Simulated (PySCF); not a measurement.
# C4H13GaP2: the cost of one run

The runs use PySCF 2.14.0, with density-fitted response routines of our own; the level of theory stands in each step. All values are computed, except where a source is named. Atoms are numbered from 0 throughout.

## (1) The molecule as given

20 atoms, charge 0, multiplicity 1; geometry from: UFF. The atoms were then displaced at random by about 0.03 Å, so the start is not that level's minimum.

Bonds of the start (Å): C0–C1 1.31, C1–C2 1.54, C2–P3 1.68, P3–C4 1.80, P3–P5 2.21, P3–Ga6 2.33, C0–H7 1.11, C0–H8 1.09, C1–H9 1.12, C2–H10 1.08, C2–H11 1.12, C4–H12 1.08, C4–H13 1.15, C4–H14 1.12, P5–H15 1.44, P5–H16 1.45, Ga6–H17 1.58, Ga6–H18 1.65, Ga6–H19 1.64.

## (2) Geometry optimisation at PBE0-D3(BJ)/def2-SVP

What the job is given:

```
{"job": {"xc": "PBE0", "basis": "def2-SVP", "d3": "d3bj", "grid": 1, "shake": 0.03, "kind": "geom"}, "charge": 0, "multiplicity": 1}
C      2.576720     0.866840     0.368820
C      1.929880    -0.225520     0.704950
C      1.037180    -1.009510    -0.267270
P     -0.503080    -0.346850    -0.306930
C     -0.647930     1.320200    -0.979090
P     -1.797400    -1.610550    -1.582840
Ga    -1.495290    -0.379380     1.803550
H      3.179930     1.501000     1.049950
H      2.369270     1.369660    -0.581070
H      2.118830    -0.613900     1.737090
H      1.511270    -0.999220    -1.234800
H      1.072760    -2.053530     0.125170
H     -0.223350     1.398740    -1.965510
H     -1.742890     1.678160    -1.036770
H     -0.131390     1.990250    -0.245160
H     -1.175180    -1.086040    -2.773350
H     -2.901670    -0.669840    -1.624350
H     -0.679600    -1.318290     2.771780
H     -3.043140    -0.941420     1.722800
H     -1.592510     1.143350     2.412390
```

Started as:

```console
OMP_NUM_THREADS=1 python probes_run.py task.json out
```

One launch serves the whole session: the jobs run in the order shown.

Q: Estimate the wall time and peak memory of this first job on 1 thread of Arm Neoverse V2, shared host.

About 8.3 min, with a peak of 0.88 GiB.
